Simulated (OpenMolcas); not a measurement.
**Os³⁺ among point charges: CASSCF levels and susceptibility**

How does a field of 6 point charges split the states of Os³⁺, and what χT follows?

Program: OpenMolcas 26.06. Level of theory: state-averaged CASSCF, spin-orbit coupling by RASSI with atomic mean-field integrals. These are calculated values, not measurements, unless marked.

1 further run of the same task is left out (it didn't finish).

## Step 1: Starting point

| Property | Result |
| --- | --- |
| Species | Os³⁺ (osmium, Z = 76, 73 electrons) |
| Basis | ANO-RCC-VTZP [8s7p5d3f2g1h], 104 functions |
| Scalar Hamiltonian | DKH2, point nucleus |
| Inactive shells | 1s 2s 2p 3s 3p 3d 4s 4p 4d 4f 5s 5p |
| Active space | 5 electrons in 5 orbitals (5d) |
| Some configurations of this space | 5d5 |
| Orbitals | optimised for each spin and parity, averaged over all roots |

The outer shells:

5d5
```
5d [↑ ][↑ ][↑ ][↑ ][↑ ]
```

The ion sits among 6 point charges of -1.7 e arranged as a tetragonal octahedron (D4h), 1.85 Å from the ion, with the axial distance 2.035 Å. The active orbitals were held to one l.

Each step is its own input file, run in one work folder so that later steps find the files of earlier ones. Labels, J, g values, rates, χT and fits are worked out afterwards by a script from the matrices that RASSI stores. The input lists half of the charges; inversion (Group=XYZ) makes the rest.

## Step 2: GATEWAY and SEWARD: basis and integrals

Contents of a.inp:

```
&GATEWAY
Coord
1

Os 0.0 0.0 0.0
Basis=ANO-RCC-VTZP
Group=XYZ
NoMove
AngMom=0.0 0.0 0.0
AMFI
XField
3 Angstrom 0
1.850000 0.000000 0.000000 -1.700000
0.000000 1.850000 0.000000 -1.700000
0.000000 0.000000 2.035000 -1.700000
&SEWARD
```

## Step 3: CASSCF: sextets of even parity, 1 root

Contents of a.inp:

```
&RASSCF
FileOrb=start.orb
Symmetry=1
Spin=6
nActEl=5 0 0
Inactive=15 19
Ras2=5 0
CIRoot=1 1 1
SDav=1
CIMx=300
Iter=120 100
PrWF=0.3
OrbListing=Nothing
MaxOrb=0
SupSym
1
25 4 5 6 7 8 10 11 12 13 14 16 17 18 19 20 24 25 26 27 28 29 30 31 32
33
0
>>> COPY $Project.JobIph JOB001
```

start.orb holds the contracted functions of the basis, ordered by shell, or the orbitals of the step before.

## Step 4: Reference wave functions, quartets of even parity, 24 roots

Contents of a.inp:

```
&RASSCF
FileOrb=start.orb
Symmetry=1
Spin=4
nActEl=5 0 0
Inactive=15 19
Ras2=5 0
CIRoot=24 24 1
SDav=24
CIMx=300
Iter=120 100
PrWF=0.3
OrbListing=Nothing
MaxOrb=0
SupSym
1
25 4 5 6 7 8 10 11 12 13 14 16 17 18 19 20 24 25 26 27 28 29 30 31 32
33
0
>>> COPY $Project.JobIph JOB002
```

## Step 5: Reference wave functions, doublets of even parity, 75 roots

Contents of a.inp:

```
&RASSCF
FileOrb=start.orb
Symmetry=1
Spin=2
nActEl=5 0 0
Inactive=15 19
Ras2=5 0
CIRoot=75 75 1
SDav=75
CIMx=300
Iter=120 100
PrWF=0.3
OrbListing=Nothing
MaxOrb=0
SupSym
1
25 4 5 6 7 8 10 11 12 13 14 16 17 18 19 20 24 25 26 27 28 29 30 31 32
33
0
>>> COPY $Project.JobIph JOB003
```

## Step 6: RASSI: spin-orbit coupling between the states

Contents of a.inp:

```
&RASSI
NrOfJobIphs=3 1 24 75
1
1 2 3 4 5 6 7 8 9 10 11 12 13 14 15 16 17 18 19 20 21 22 23 24
1 2 3 4 5 6 7 8 9 10 11 12 13 14 15 16 17 18 19 20 21 22 23 24 25 26 27
28 29 30 31 32 33 34 35 36 37 38 39 40 41 42 43 44 45 46 47 48 49 50 51
52 53 54 55 56 57 58 59 60 61 62 63 64 65 66 67 68 69 70 71 72 73 74 75
IphNames
JOB001
JOB002
JOB003
EJob
SpinOrbit
DIPRint=1.0
SOCoupling=1000.0
Subsets=2
Property=9
'ANGMOM' 1 'ANGMOM' 2 'ANGMOM' 3 'MLTPL  1' 1 'MLTPL  1' 2 'MLTPL  1' 3
'AMFI' 1 'AMFI' 2 'AMFI' 3
SOProperty=3
'ANGMOM' 1 'ANGMOM' 2 'ANGMOM' 3
```

Before running it: what results should come out? Wanted: spin-free ground state; lowest level; next level.

The runs gave:

| quantity | value |
| --- | --- |
| method | CASSCF |
| spin-free ground state | 6A1, 1-fold in its orbital part |
| lowest level | 2-fold E3/2, g = 2.77, 2.77, 3.58 |
| next level | 310.1 cm⁻¹ |
| χT at 300 K | 3.00 cm³ K/mol |
| effective moment at 300 K | 4.90 μB |

The spin-free ground state (6A1) comes to 100 % from free-ion S terms and keeps the highest spin of the shell. χT at 300 K is 3.00, against 4.39 cm³ K/mol for the spin alone, so spin-orbit coupling lowers it. An active space of the d shell alone favours high spin; real ions in strong fields can be low spin. The field of point charges can differ much from that of real complexes. With metal d orbitals alone active, the gaps between spin states are rough; where two lie within a few thousand cm-1, their order is open. This is an electrostatic model: the charges have no orbitals.
